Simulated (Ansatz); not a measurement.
C3H4Se, SMILES C#CC[SeH], an atomisation energy

With Ansatz's Python interface.

Typed at the interpreter:
```pycon
>>> from collections import Counter
>>> import ansatz as az
>>> def energy_of(molecule, charge=0, unpaired=0):
...     calc = (
...         molecule.calculation()
...         .basis(gaussian="6-31G*")
...         .functional("PBE")
...     )
...     if charge:
...         calc = calc.charge(charge)
...     if unpaired:
...         calc = calc.spin("collinear", total=unpaired)
...     return calc.run().report["free_energy_ev"]
...
>>> geometry_ang = [
...     ("C", [-0.6568, 1.6479, -1.0897]),
...     ("C", [-0.2357, 0.8292, -0.4033]),
...     ("C", [0.3105, -0.21, 0.433]),
...     ("Se", [-0.2699, -1.9354, -0.103]),
...     ("H", [-1.1187, 2.4411, -1.7328]),
...     ("H", [0.0674, -0.0047, 1.5032]),
...     ("H", [1.4749, -0.2004, 0.3497]),
...     ("H", [0.5204, -2.6247, 0.9871]),
... ]
>>> molecule = az.Crystal.molecule()
>>> for symbol, xyz in geometry_ang:
...     molecule = molecule.atom(symbol, xyz)
...
>>> # unpaired electrons of the ground-state atoms
>>> unpaired = {"C": 2, "Se": 2, "H": 1}
>>> counts = Counter(site.symbol for site in molecule.cartesian_sites)
>>> atom_energy = {s: energy_of(az.Crystal.molecule().atom(s, (0, 0, 0)), 0, unpaired[s]) for s in counts}
>>> whole = energy_of(molecule, 0, 0)
>>> for s, e in atom_energy.items():
...     print(f"{s:2s} x{counts[s]}  {e:14.5f} eV")
...
C  x3     -1028.12444 eV
Se x1    -65330.10097 eV
H  x4       -13.53580 eV
>>> print(f"C3H4Se: {whole:.5f} eV")
C3H4Se: -68500.97117 eV
>>> split = sum(counts[s] * e for s, e in atom_energy.items()) - whole
>>> print(f"atomisation energy (no zero-point term): {23.060548 * split:.1f} kcal/mol, {split / sum(counts.values()):.3f} eV an atom")
atomisation energy (no zero-point term): 746.1 kcal/mol, 4.044 eV an atom
```

746.1 kcal/mol from the electronic energies, without the zero-point term.

What to keep in mind:
- The settings weren't tested for convergence.
- The geometry is a force-field or estimated start, not a minimum of this method, and the basis set is short of its limit. All parts are taken at fixed geometry, without zero-point energy.
- This functional overbinds, so such energies come out a few per cent too high (LDA far more).
- The spin-orbit lowering of heavy atoms is left out.
- Timing: 3.7 s on 1 thread of Arm Neoverse V1, on a shared host, peak memory 0.18 GiB.
